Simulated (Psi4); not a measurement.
**C2H5AlO (SMILES [CH3][Al]1[CH2][O]1) at 3 levels**

We compute a comparison of 3 runs (DSD-PBEP86/6-31G*, wB97X-V/6-31G*, OMP2/6-31G*) of C2H5AlO. 

The calculation is run with Psi4 1.11.

1 further run of the same task is left out (set aside as unsound or not needed).

**1. The molecule**

C2H5AlO has 9 atoms, charge 0, and is taken as a singlet. SMILES: `[CH3][Al]1[CH2][O]1`. The C1–H6 distance was set to 1.637 Å, away from the relaxed value. At this shape a bond of the SMILES string is far longer than usual.

Bond lengths: C1–Al2 1.934 Å, Al2–C3 1.883 Å, Al2–O4 1.707 Å, C3–O4 1.488 Å, C1–H5 1.093 Å, C1–H7 1.094 Å, C3–H8 1.091 Å, C3–H9 1.091 Å. Some angles: C1–Al2–C3 171.7°, C1–Al2–O4 139.6°, C3–Al2–O4 48.7°, Al2–C3–O4 59.5°, Al2–O4–C3 71.8°, Al2–C1–H5 110.3°, Al2–C1–H7 110.1°, Al2–C3–H8 123.8°, Al2–C3–H9 123.8°, O4–C3–H8 112.4°. A long bond or contact: C1–H6 1.637 Å.

**2. The energy at DSD-PBEP86/6-31G(d) (density fitting for correlation, spherical functions) (run 1)**

c2h5alo.in reads:

```
memory 2200 MB

molecule {
  C     -1.05115827     1.63895380    -2.57664535
  Al     0.31360194    -1.00080462    -0.44938065
  C      1.49921611    -3.27509002     2.01690091
  O      1.70821982    -3.89737683    -0.71791073
  H      0.29168112     2.12045602    -4.07066282
  H     -1.70113146     4.20653035    -0.97793327
  H     -2.79027322     0.99002185    -3.48484773
  H      0.28941345    -4.59846522     3.03432946
  H      3.34075422    -3.11862069     2.93058349
  units bohr
  symmetry c1
  no_reorient
  no_com
}

set {
  reference            rks
  puream               true
  e_convergence        1e-09
  d_convergence        1e-08
  scf_type             pk
  dft_radial_points    99
  dft_spherical_points 590
  num_frozen_docc      8
}

E = energy('dsd-pbep86/6-31G*')
print_variables()
```

Command:

```sh
psi4 -n 1 c2h5alo.in c2h5alo.out
```

c2h5alo.out:

```text
[...]
  Running in c1 symmetry.
[...]
  Nuclear repulsion =  143.873077733336231
[...]
  Multiplicity = 1
[...]
  Nalpha       = 19
  Nbeta        = 19
[...]
    Number of basis functions: 70
[...]
   @RKS iter   1:  -395.62587615725738   -8.94453e-01   9.41960e-03 ADIIS/DIIS
[...]
   @RKS iter  12:  -395.86648390473050   -7.73070e-12   5.31254e-09 DIIS
[...]
    Orbital Energies [Eh]
    ---------------------
    Doubly Occupied:
       1A    -57.607179     2A    -20.019714     3A    -10.903450
       4A    -10.868613     5A     -4.630167     6A     -3.025861
       7A     -3.022656     8A     -3.021043     9A     -1.166647
      10A     -0.845615    11A     -0.767503    12A     -0.534513
      13A     -0.529542    14A     -0.529208    15A     -0.477342
      16A     -0.448281    17A     -0.399656    18A     -0.360517
      19A     -0.295610
[...]
  @RKS Final Energy:  -395.86648390473050
   => Energetics <=
    Nuclear Repulsion Energy =            143.8730777333362312
    One-Electron Energy =                -832.4827043625722354
    Two-Electron Energy =                 304.0895454570166407
    DFT Exchange-Correlation Energy =     -11.3464027325111250
    Empirical Dispersion Energy =           0.0000000000000000
    VV10 Nonlocal Energy =                  0.0000000000000000
    Total Energy =                       -395.8664839047305009
[...]
 Multipole Moments:
 ------------------------------------------------------------------------------------
     Multipole            Electronic (a.u.)      Nuclear  (a.u.)        Total (a.u.)
 ------------------------------------------------------------------------------------
 L = 1.  Multiply by 2.5417464519 to convert [e a0] to [Debye]
 Dipole X            :        -20.4240455           19.8613749           -0.5626705
 Dipole Y            :         55.4838651          -54.4063697            1.0774954
 Dipole Z            :         17.3913335          -17.5122318           -0.1208983
 Magnitude           :                                                    1.2215608
[...]
```

Wall time 8.7 s (1 thread of Intel Xeon 6975P-C (Granite Rapids), shared host); peak memory 1.1 GiB.

**3. A single-point energy at wB97X-V/6-31G(d) (spherical functions) (run 2)**

c2h5alo.xyz reads:

```xyz
9
C2H5AlO
C     -0.556249     0.867297    -1.363502
Al     0.165951    -0.529603    -0.237802
C      0.793351    -1.733103     1.067298
O      0.903951    -2.062403    -0.379902
H      0.154351     1.122097    -2.154102
H     -0.900200     2.226000    -0.517500
H     -1.476549     0.523897    -1.844102
H      0.153151    -2.433403     1.605698
H      1.767851    -1.650303     1.550798
```

job.py reads:

```python
import psi4

psi4.set_memory('2200 MB')
psi4.set_num_threads(1)
psi4.core.set_output_file('psi4.out', False)

with open('c2h5alo.xyz') as f:
    atoms = ''.join(f.readlines()[2:])
geom = psi4.geometry('0 1\n' + atoms + 'symmetry c1\nno_reorient\nno_com')

options = {'basis': '6-31G*', 'puream': True, 'e_convergence': 1e-09, 'd_convergence': 1e-08, 'scf_type': 'pk', 'dft_radial_points': 99, 'dft_spherical_points': 590}
psi4.set_options(options)

result = psi4.energy('wb97x-v')
print(f'total energy {result:.8f} hartree = {result * 27.211386:.5f} eV')
```

Command:

```sh
python job.py
```

psi4.out:

```text
[...]
  Running in c1 symmetry.
[...]
  Nuclear repulsion =  143.873077679218937
[...]
  Multiplicity = 1
[...]
  Nalpha       = 19
  Nbeta        = 19
[...]
    Number of basis functions: 70
[...]
   @RKS iter   1:  -396.36057509315987   -8.54832e-01   1.06783e-02 ADIIS/DIIS
[...]
   @RKS iter  13:  -396.65894145363018   -2.78533e-12   4.29337e-09 DIIS
[...]
    Orbital Energies [Eh]
    ---------------------
    Doubly Occupied:
       1A    -56.056934     2A    -19.186731     3A    -10.319165
       4A    -10.286886     5A     -4.243801     6A     -2.792199
       7A     -2.786408     8A     -2.783625     9A     -1.076824
      10A     -0.812019    11A     -0.735487    12A     -0.533419
      13A     -0.526992    14A     -0.521918    15A     -0.483122
      16A     -0.458580    17A     -0.413798    18A     -0.357415
      19A     -0.309357
[...]
  @RKS Final Energy:  -396.65894145363018
   => Energetics <=
    Nuclear Repulsion Energy =            143.8730776792189374
    One-Electron Energy =                -832.5254545524823016
    Two-Electron Energy =                 320.3867491010542494
    DFT Exchange-Correlation Energy =     -28.5475934061067562
    Empirical Dispersion Energy =           0.0000000000000000
    VV10 Nonlocal Energy =                  0.1542797246856652
    Total Energy =                       -396.6589414536301774
[...]
 Multipole Moments:
 ------------------------------------------------------------------------------------
     Multipole            Electronic (a.u.)      Nuclear  (a.u.)        Total (a.u.)
 ------------------------------------------------------------------------------------
 L = 1.  Multiply by 2.5417464519 to convert [e a0] to [Debye]
 Dipole X            :        -20.3839216           19.8613750           -0.5225466
 Dipole Y            :         55.4096469          -54.4063698            1.0032771
 Dipole Z            :         17.3707130          -17.5122318           -0.1415189
 Magnitude           :                                                    1.1400208
[...]
```

The script printed:

```text
total energy -396.65894145 hartree = -10793.63957 eV
```

It took 2 min on 1 thread of Intel Xeon 6975P-C (Granite Rapids), shared host; peak memory 1.1 GiB.

**4. A single-point energy at OMP2/6-31G(d) (density fitting for correlation, spherical functions) (run 3)**

job.in reads:

```
memory 2200 mb

molecule geom {
  0 1
  C     -0.556249     0.867297    -1.363502
  Al     0.165951    -0.529603    -0.237802
  C      0.793351    -1.733103     1.067298
  O      0.903951    -2.062403    -0.379902
  H      0.154351     1.122097    -2.154102
  H     -0.900200     2.226000    -0.517500
  H     -1.476549     0.523897    -1.844102
  H      0.153151    -2.433403     1.605698
  H      1.767851    -1.650303     1.550798
  symmetry c1
  no_reorient
  no_com
}

set {
  puream          true
  e_convergence   1e-09
  d_convergence   1e-08
  scf_type        pk
  num_frozen_docc 8
}

energy('omp2/6-31G*')
print_variables()
```

Command:

```sh
psi4 -i job.in -o job.out -n 1
```

job.out:

```text
[...]
  Running in c1 symmetry.
[...]
  Nuclear repulsion =  143.873077679218937
[...]
  Multiplicity = 1
[...]
  Nalpha       = 19
  Nbeta        = 19
[...]
    Number of basis functions: 70
[...]
   @RHF iter   1:  -395.10752179921371   -1.12979e+00   8.00475e-03 ADIIS/DIIS
[...]
   @RHF iter  13:  -395.28922284502420   -2.16005e-12   3.20597e-09 DIIS
[...]
    Orbital Energies [Eh]
    ---------------------
    Doubly Occupied:
       1A    -58.462060     2A    -20.510196     3A    -11.274352
       4A    -11.237107     5A     -4.891737     6A     -3.206856
       7A     -3.204977     8A     -3.203796     9A     -1.274183
      10A     -0.923938    11A     -0.842783    12A     -0.587846
      13A     -0.586176    14A     -0.581398    15A     -0.522829
      16A     -0.492231    17A     -0.435625    18A     -0.412164
      19A     -0.333637
[...]
  @RHF Final Energy:  -395.28922284502420
   => Energetics <=
    Nuclear Repulsion Energy =            143.8730776792189374
    One-Electron Energy =                -832.3568187290811693
    Two-Electron Energy =                 293.1945182048380616
    Total Energy =                       -395.2892228450241987
[...]
 Multipole Moments:
 ------------------------------------------------------------------------------------
     Multipole            Electronic (a.u.)      Nuclear  (a.u.)        Total (a.u.)
 ------------------------------------------------------------------------------------
 L = 1.  Multiply by 2.5417464519 to convert [e a0] to [Debye]
 Dipole X            :        -20.4438941           19.8613750           -0.5825192
 Dipole Y            :         55.5119264          -54.4063698            1.1055566
 Dipole Z            :         17.4082607          -17.5122318           -0.1039711
 Magnitude           :                                                    1.2539513
[...]
	Warning: cc_lambda option is changed to TRUE
	For this residual convergence, default PCG convergence is:     1.00e-07
[...]
	DF-MP2 Total Energy (a.u.)         :  -395.78889932738167
[...]
	DF-MP2 Total Energy (a.u.)         :  -395.79855848020071
[...]
	DF-OMP2 Total Energy (a.u.)        :  -395.79855848020185
[...]
```

Wall time 7.5 s (1 thread of Intel Xeon 6975P-C (Granite Rapids), shared host); peak memory 0.27 GiB.

**5. Overview of the runs**

| run | level | fitting correlation | frozen core orbitals | energy (Eh) | HOMO energy (eV) | LUMO energy (eV) | HOMO–LUMO gap (eV) | wall time |
| --- | --- | --- | --- | --- | --- | --- | --- | --- |
| 1 | DSD-PBEP86/6-31G* (density fitting for correlation, spherical functions) | density fitting | 8 | -396.134751 | -8.04 | 0.95 | 8.99 | 8.7 s |
| 2 | wB97X-V/6-31G* (spherical functions) | – | 0 | -396.658941 | -8.42 | 1.15 | 9.57 | 2 min |
| 3 | OMP2/6-31G* (density fitting for correlation, spherical functions) | density fitting | 8 | -395.798558 | -9.08 | 2.12 | 11.20 | 7.5 s |

**6. Summary of results**

| quantity | value |
| --- | --- |
| run 3: total energy | -395.79856 Eh |
| run 3: HOMO energy (Hartree–Fock orbitals) | -9.08 eV |
| run 3: LUMO energy (Hartree–Fock orbitals) | 2.12 eV |
| run 3: HOMO–LUMO gap (Hartree–Fock orbitals) | 11.20 eV |
| run 3: correlation energy (8 core orbitals frozen) | -509.3 mEh |

**Reading.** Totals of different functionals can't be ranked against each other. All runs together took 2.2 min, the longest 2 min.
